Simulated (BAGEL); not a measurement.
# HF/6-31G(d) (density fitting with qzvpp-jkfit, spherical functions) run of CH2FNOSi (SMILES O=C=N[SiH2]F)

What is the vertical ionisation energy of CH2FNOSi at HF/6-31G* (density fitting with qzvpp-jkfit, spherical functions)? 

The calculation is run with BAGEL 1.2.2.

2 further runs of the same task are left out: 2 set aside as unsound or not needed.

### 1 The structure to begin with

CH2FNOSi: 7 atoms, total charge 0, spin state singlet. SMILES: `O=C=N[SiH2]F`. The coordinates come from a PBE0-D4/def2-TZVP relaxation. This is one conformer, not always the lowest.

Bond lengths: O1–C2 1.162 Å, C2–N3 1.195 Å, N3–Si4 1.694 Å, Si4–F5 1.591 Å, Si4–H6 1.475 Å, Si4–H7 1.475 Å. Angles: O1–C2–N3 178.4°, C2–N3–Si4 166.0°, N3–Si4–F5 109.2°, N3–Si4–H6 109.0°, N3–Si4–H7 109.0°, F5–Si4–H6 108.2°, F5–Si4–H7 108.2°, H6–Si4–H7 113.2°.

### 2 The energy at HF/6-31G(d) (density fitting with qzvpp-jkfit, spherical functions)

Contents of calc.json:

```json
{ "bagel" : [

{
  "title" : "molecule",
  "basis" : "6-31gs.json",
  "df_basis" : "qzvpp-jkfit",
  "angstrom" : true,
  "geometry" : [
    { "atom" : "O", "xyz" : [      -0.573800,      -2.908000,      -0.552000 ] },
    { "atom" : "C", "xyz" : [      -0.306900,      -1.816900,      -0.256100 ] },
    { "atom" : "N", "xyz" : [      -0.019000,      -0.706200,       0.076100 ] },
    { "atom" : "Si", "xyz" : [       0.212100,       0.968300,       0.188900 ] },
    { "atom" : "F", "xyz" : [      -0.420200,       1.671000,      -1.091000 ] },
    { "atom" : "H", "xyz" : [      -0.490300,       1.470300,       1.384800 ] },
    { "atom" : "H", "xyz" : [       1.659300,       1.253600,       0.203700 ] }
  ]
},

{ "title" : "hf" },

{ "title" : "print", "file" : "orbitals.molden", "orbitals" : true }

]}
```

The basis set 6-31G* is read from a file made from the Basis Set Exchange's data (not shown).

Run with:

```sh
$ BAGEL_NUM_THREADS=1 BAGEL calc.json > calc.out
```

What it wrote:

```text
* using 1 threads per process

  ===============================================================
  ===============================================================

  *** Geometry ***

  { "atom" : "O", "xyz" : [     -1.084325,     -5.495324,     -1.043129 ] },
  { "atom" : "C", "xyz" : [     -0.579957,     -3.433443,     -0.483959 ] },
  { "atom" : "N", "xyz" : [     -0.035905,     -1.334525,      0.143808 ] },
  { "atom" : "Si", "xyz" : [      0.400811,      1.829822,      0.356969 ] },
  { "atom" : "F", "xyz" : [     -0.794063,      3.157732,     -2.061691 ] },
  { "atom" : "H", "xyz" : [     -0.926533,      2.778464,      2.616893 ] },
  { "atom" : "H", "xyz" : [      3.135623,      2.368961,      0.384937 ] },

  Number of auxiliary basis functions:      470

  Since a DF basis is specified, we compute 2- and 3-index integrals:
    o Being stored without compression. Storage requirement is 0.023 GB

  Number of basis functions:       78
  Number of electrons      :       46

    * METHOD: MOLECULE                             0.36

  *** RHF ***

  === Nuclear Repulsion ===
   204.9228988254

      * DIIS with orbital gradients will be used.

  === RHF iteration (6-31gs.json) ===
      0       -556.55194669          0.02352585           0.09
      1       -556.71966786          0.01547204           0.08
      2       -556.80878976          0.00183950           0.08
      3       -556.81005187          0.00098931           0.08
      4       -556.81045986          0.00017637           0.08
      5       -556.81047449          0.00004250           0.08
      6       -556.81047575          0.00001347           0.08
      7       -556.81047591          0.00000430           0.08
      8       -556.81047592          0.00000185           0.08
      9       -556.81047593          0.00000062           0.08
     10       -556.81047593          0.00000036           0.08
     11       -556.81047593          0.00000013           0.08
     12       -556.81047593          0.00000006           0.08
     13       -556.81047593          0.00000003           0.08
     14       -556.81047593          0.00000001           0.08
     15       -556.81047593          0.00000001           0.08
    * SCF iteration converged.

    * Permanent dipole moment:
           (   -0.336056,    -0.470682,    -0.526530) a.u.

    * METHOD: HF                                   1.59

    * METHOD: PRINT                                0.04

  ===============================================================
```

It took 2.2 s on 1 thread of Arm Neoverse N1, shared host; peak memory 0.11 GiB.

### 3 The doublet cation, same level

Contents of calc.json:

```json
{ "bagel" : [

{
  "title" : "molecule",
  "basis" : "6-31gs.json",
  "df_basis" : "qzvpp-jkfit",
  "angstrom" : true,
  "geometry" : [
    { "atom" : "O", "xyz" : [   -0.573800,   -2.908000,   -0.552000 ] },
    { "atom" : "C", "xyz" : [   -0.306900,   -1.816900,   -0.256100 ] },
    { "atom" : "N", "xyz" : [   -0.019000,   -0.706200,    0.076100 ] },
    { "atom" : "Si", "xyz" : [    0.212100,    0.968300,    0.188900 ] },
    { "atom" : "F", "xyz" : [   -0.420200,    1.671000,   -1.091000 ] },
    { "atom" : "H", "xyz" : [   -0.490300,    1.470300,    1.384800 ] },
    { "atom" : "H", "xyz" : [    1.659300,    1.253600,    0.203700 ] }
  ]
},
{ "title" : "uhf", "charge" : 1, "nopen" : 1 },
{ "title" : "print", "file" : "orbitals.molden", "orbitals" : true }

]}
```

The basis set 6-31G* is read from a file made from the Basis Set Exchange's data (not shown).

Run with:

```sh
$ BAGEL_NUM_THREADS=1 BAGEL calc.json > calc.out
```

What it wrote:

```text
* using 1 threads per process

  ===============================================================
  ===============================================================

  *** Geometry ***

  { "atom" : "O", "xyz" : [     -1.084325,     -5.495324,     -1.043129 ] },
  { "atom" : "C", "xyz" : [     -0.579957,     -3.433443,     -0.483959 ] },
  { "atom" : "N", "xyz" : [     -0.035905,     -1.334525,      0.143808 ] },
  { "atom" : "Si", "xyz" : [      0.400811,      1.829822,      0.356969 ] },
  { "atom" : "F", "xyz" : [     -0.794063,      3.157732,     -2.061691 ] },
  { "atom" : "H", "xyz" : [     -0.926533,      2.778464,      2.616893 ] },
  { "atom" : "H", "xyz" : [      3.135623,      2.368961,      0.384937 ] },

  Number of auxiliary basis functions:      470

  Since a DF basis is specified, we compute 2- and 3-index integrals:
    o Being stored without compression. Storage requirement is 0.023 GB

  Number of basis functions:       78
  Number of electrons      :       46

    * METHOD: MOLECULE                             0.36

  *** Open-shell HF ***

  === Nuclear Repulsion ===
   204.9228988254

      * DIIS with orbital gradients will be used.

  === UHF iteration (6-31gs.json) ===
      0       -556.05875805          0.04920893           0.16
      1       -556.23893630          0.03788334           0.16
      2       -556.30736090          0.02849627           0.16
      3       -556.39144307          0.00368913           0.16
      4       -556.39781768          0.00282330           0.16
      5       -556.40535415          0.00238208           0.16
      6       -556.41771658          0.00162748           0.16
      7       -556.42350023          0.00107133           0.16
      8       -556.42636892          0.00068936           0.16
      9       -556.42560263          0.00158521           0.16
     10       -556.42651655          0.00114240           0.16
     11       -556.42773009          0.00018217           0.16
     12       -556.42778702          0.00009179           0.16
     13       -556.42779576          0.00004073           0.16
     14       -556.42780126          0.00001169           0.16
     15       -556.42780354          0.00000902           0.16
     16       -556.42780500          0.00000402           0.16
     17       -556.42780518          0.00000183           0.16
     18       -556.42780519          0.00000102           0.16
     19       -556.42780520          0.00000078           0.16
     20       -556.42780520          0.00000075           0.16
     21       -556.42780520          0.00000072           0.16
     22       -556.42780520          0.00000069           0.16
     23       -556.42780520          0.00000066           0.16
     24       -556.42780521          0.00000061           0.16
     25       -556.42780521          0.00000052           0.16
     26       -556.42780522          0.00000045           0.16
     27       -556.42780522          0.00000033           0.16
     28       -556.42780522          0.00000022           0.16
     29       -556.42780522          0.00000017           0.16
     30       -556.42780522          0.00000014           0.16
     31       -556.42780522          0.00000010           0.16
     32       -556.42780522          0.00000008           0.16
     33       -556.42780522          0.00000007           0.16
     34       -556.42780522          0.00000006           0.16
     35       -556.42780522          0.00000005           0.16
     36       -556.42780522          0.00000005           0.16
     37       -556.42780522          0.00000004           0.16
     38       -556.42780522          0.00000003           0.16
     39       -556.42780522          0.00000003           0.16
     40       -556.42780522          0.00000002           0.16
     41       -556.42780522          0.00000001           0.16
     42       -556.42780522          0.00000001           0.16
    * SCF iteration converged.

    * S^2 (UHF) is 0.9119

    * Permanent dipole moment:
           (   -0.290063,     1.414829,    -0.783772) a.u.

    * METHOD: UHF                                  7.29

    * METHOD: PRINT                                0.02

  ===============================================================
```

Run time: 8.1 s. Hardware: 1 thread of Arm Neoverse N1, shared host; peak memory 0.11 GiB.

### 4 Outcome

At HF/6-31G* (density fitting with qzvpp-jkfit, spherical functions):

| quantity | value |
| --- | --- |
| singlet CH2FNOSi: total energy | -556.81048 Eh |
| singlet CH2FNOSi: dipole moment | 1.99 D |
| singlet CH2FNOSi: HOMO energy | -12.21 eV |
| singlet CH2FNOSi: LUMO energy | 3.60 eV |
| singlet CH2FNOSi: HOMO–LUMO gap | 15.81 eV |
| doublet cation: total energy | -556.42781 Eh |
| doublet cation: ⟨S²⟩ | 0.912 |
| vertical ionisation energy (to the doublet cation) | 10.413 eV |

In words: Removing an electron at fixed nuclei costs 10.41 eV (240 kcal/mol). −ε(HOMO) before ionisation, 12.21 eV, is 1.80 eV above this ionisation energy. ⟨S²⟩ (doublet cation) is 0.91 where a pure doublet has 0.75: the reference is spin-contaminated.
